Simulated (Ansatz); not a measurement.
# C2H6AlCl (dimethylaluminum chloride): B3LYP/cc-pVDZ

Aim: the electronic atomisation energy of C2H6AlCl (dimethylaluminum chloride) at B3LYP/cc-pVDZ, from 5 runs. 

The calculation is run with Ansatz 0.2.0.

56 further runs of the same task are left out: 56 set aside as unsound or not needed.

## (1) Starting point

C2H6AlCl has 10 atoms, charge 0, and is taken as a singlet. SMILES: `[CH3][Al]([CH3])[Cl]`. Geometry: relaxed at PBE0-D4/def2-TZVP.

Bond lengths: C1–Al2 1.942 Å, Al2–C3 1.942 Å, Al2–Cl4 2.114 Å, C1–H5 1.092 Å, C1–H6 1.095 Å, C1–H7 1.095 Å, C3–H8 1.095 Å, C3–H9 1.093 Å, C3–H10 1.094 Å. Some angles: C1–Al2–C3 125.8°, C1–Al2–Cl4 117.8°, C3–Al2–Cl4 116.4°, Al2–C1–H5 112.5°, Al2–C1–H6 110.7°, Al2–C1–H7 110.7°, Al2–C3–H8 110.7°, Al2–C3–H9 112.6°, Al2–C3–H10 110.7°, H5–C1–H6 108.1°.

## (2) A single-point energy at B3LYP/cc-pVDZ

Contents of job.yaml:

```yaml
crystal:
  periodic: [false, false, false]
  atoms:
    - {symbol: C, position_ang: [-0.517700, 1.358200, -0.989200]}
    - {symbol: Al, position_ang: [-0.252300, -0.446600, -0.322400]}
    - {symbol: C, position_ang: [0.742200, -0.932200, 1.273500]}
    - {symbol: Cl, position_ang: [-1.112300, -2.038200, -1.415400]}
    - {symbol: H, position_ang: [-1.121400, 1.383800, -1.898300]}
    - {symbol: H, position_ang: [-1.010200, 1.981400, -0.235400]}
    - {symbol: H, position_ang: [0.443800, 1.835600, -1.206000]}
    - {symbol: H, position_ang: [0.102400, -1.471200, 1.979300]}
    - {symbol: H, position_ang: [1.158700, -0.063300, 1.788800]}
    - {symbol: H, position_ang: [1.566900, -1.607500, 1.025200]}
basis:
  gaussian:
    orbitals: cc-pVDZ
output: {orbitals: {seedname: orbitals}}
accuracy: high
hamiltonian:
  xc: {name: B3LYP}
```

Started as:

```
ansatz run job.yaml --threads 1 --pin off --max-ram 3480MiB --events-out events.jsonl --progress --plain --runs-dir runs
```

Standard output:

```text
Warning: RAYON_NUM_THREADS=1 ignored (pool sized by the plan → 1); use --threads N
Functional definition: B3LYP
  name "B3LYP"
  parameter a0 = 0.2
  parameter ax = 0.72
  parameter ac = 0.81
  exchange = (1 - a0 - ax)*slater_x + ax*b88_x + a0*exact_x
  correlation = (1 - ac)*vwn_rpa_c + ac*lyp_c
2223 factors; integrals over basis functions are off by at most 4.2e-9 eV
mean field evaluation 1: about -21283.9970 eV, gradient 6.7e1 eV
mean field evaluation 2: about -21278.8283 eV, gradient 7.5e1 eV
mean field evaluation 4: about -21294.8571 eV, gradient 2.7e0 eV
mean field evaluation 8: about -21295.0029 eV, gradient 1.1e-1 eV
mean field evaluation 16: about -21295.0029 eV, gradient 1.9e-5 eV
mean field -21295.00290252 eV, -782.5769223962 hartree, gradient 5.8e-8 eV, S^2 0.000000; 0 other end points of the search recorded, 0 dependent functions left out
reference -21295.00294754 eV, -782.5769240507 hartree; 24, 24 occupied and 70, 70 virtual orbitals, 2223 factors
Total energy: -21295.00294754 eV, -782.5769240507 hartree
```

Run time: 12 s. Hardware: 1 thread of Arm Neoverse V1, shared host; peak memory 0.35 GiB.

## (3) The Al atom, same level

Contents of in.yaml:

```yaml
crystal:
  periodic: [false, false, false]
  atoms:
    - symbol: Al
      position_ang: [0.000000, 0.000000, 0.000000]
basis:
  gaussian: {orbitals: cc-pVDZ}
magnetization: {spin_polarized: true, initial_magnetization: 1}
hamiltonian: {xc: {name: B3LYP}}
accuracy: high
```

Run the same way, it converges to -242.38286 Eh (log not shown).

## (4) The C atom at the same level

Contents of input.yaml:

```yaml
basis:
  gaussian: {orbitals: cc-pVDZ}
crystal:
  periodic: [false, false, false]
  atoms:
    - {symbol: C, position_ang: [0.000000, 0.000000, 0.000000]}
total_charge: 0
magnetization: {spin_polarized: true, initial_magnetization: 2}
hamiltonian: {xc: {name: B3LYP}}
accuracy: high
```

Run the same way, it converges to -37.85197 Eh (log not shown).

## (5) The Cl atom

Contents of molecule.yaml:

```yaml
crystal:
  periodic: [false, false, false]
  atoms:
    - symbol: Cl
      position_ang: [0.000000, 0.000000, 0.000000]
basis:
  gaussian: {orbitals: cc-pVDZ}
magnetization: {spin_polarized: true, initial_magnetization: 1}
hamiltonian: {xc: {name: B3LYP}}
accuracy: high
```

Started as:

```
ansatz run molecule.yaml --threads 1 --pin off --max-ram 3480MiB --events-out events.jsonl --progress --plain --runs-dir runs
```

Standard output, shortened:

```text
Warning: RAYON_NUM_THREADS=1 ignored (pool sized by the plan → 1); use --threads N
[... 7 set-up lines as earlier in the session ...]
141 factors; integrals over basis functions are off by at most 3.0e-9 eV
mean field evaluation 1: about -12521.4902 eV, gradient 3.0e0 eV
mean field evaluation 2: about -12521.5420 eV, gradient 1.1e0 eV
mean field evaluation 4: about -12521.5490 eV, gradient 3.5e-1 eV
mean field evaluation 8: about -12521.5497 eV, gradient 1.3e-4 eV
mean field evaluation 16: about -12521.5497 eV, gradient 4.4e-9 eV
mean field -12521.54968081 eV, -460.1584633586 hartree, gradient 4.4e-9 eV, S^2 0.751824; 0 other end points of the search recorded, 0 dependent functions left out
reference -12521.54970315 eV, -460.1584641797 hartree; 9, 8 occupied and 9, 10 virtual orbitals, 141 factors
Total energy: -12521.54970315 eV, -460.1584641797 hartree
```

Run time: 0.85 s. Hardware: 1 thread of Arm Neoverse V1, shared host.

## (6) The H atom

Contents of job.yaml:

```yaml
crystal:
  periodic: [false, false, false]
  atoms:
    - {symbol: H, position_ang: [0.000000, 0.000000, 0.000000]}
basis:
  gaussian: {orbitals: cc-pVDZ}
magnetization: {spin_polarized: true, initial_magnetization: 1}
hamiltonian: {xc: {name: B3LYP}}
accuracy: high
```

Started as:

```
ansatz run job.yaml --threads 1 --pin off --max-ram 3480MiB --events-out events.jsonl --progress --plain --runs-dir runs
```

Standard output, shortened:

```text
Warning: RAYON_NUM_THREADS=1 ignored (pool sized by the plan → 1); use --threads N
[... 7 set-up lines as earlier in the session ...]
15 factors; integrals over basis functions are off by at most 4.6e-8 eV
mean field evaluation 1: about -13.6397 eV, gradient 1.5e-1 eV
mean field evaluation 2: about -13.6396 eV, gradient 1.5e-1 eV
mean field evaluation 4: about -13.6399 eV, gradient 3.7e-3 eV
mean field evaluation 8: about -13.6399 eV, gradient 7.1e-10 eV
mean field -13.63990421 eV, -0.5012572344 hartree, gradient 7.1e-10 eV, S^2 0.750000; 0 other end points of the search recorded, 0 dependent functions left out
reference -13.63992333 eV, -0.5012579369 hartree; 1, 0 occupied and 4, 5 virtual orbitals, 15 factors
Total energy: -13.63992333 eV, -0.5012579369 hartree
```

It took 0.14 s on 1 thread of Arm Neoverse V1, shared host.

## (7) Outcome

Level: B3LYP/cc-pVDZ.

| quantity | value |
| --- | --- |
| molecule: total energy | -782.57692 Eh |
| molecule: HOMO energy | -7.54 eV |
| molecule: LUMO energy | -0.79 eV |
| molecule: HOMO–LUMO gap | 6.76 eV |
| Al atom: total energy | -242.38286 Eh |
| Al atom: ⟨S²⟩ | 0.754 |
| C atom: total energy | -37.85197 Eh |
| C atom: ⟨S²⟩ | 2.002 |
| Cl atom: total energy | -460.15846 Eh |
| Cl atom: ⟨S²⟩ | 0.752 |
| H atom: total energy | -0.50126 Eh |
| H atom: ⟨S²⟩ | 0.750 |
| electronic atomisation energy | 36.031 eV |

What this shows: Taking the molecule apart into free atoms costs 36.03 eV (3476 kJ/mol), before zero-point energy and without spin-orbit coupling.
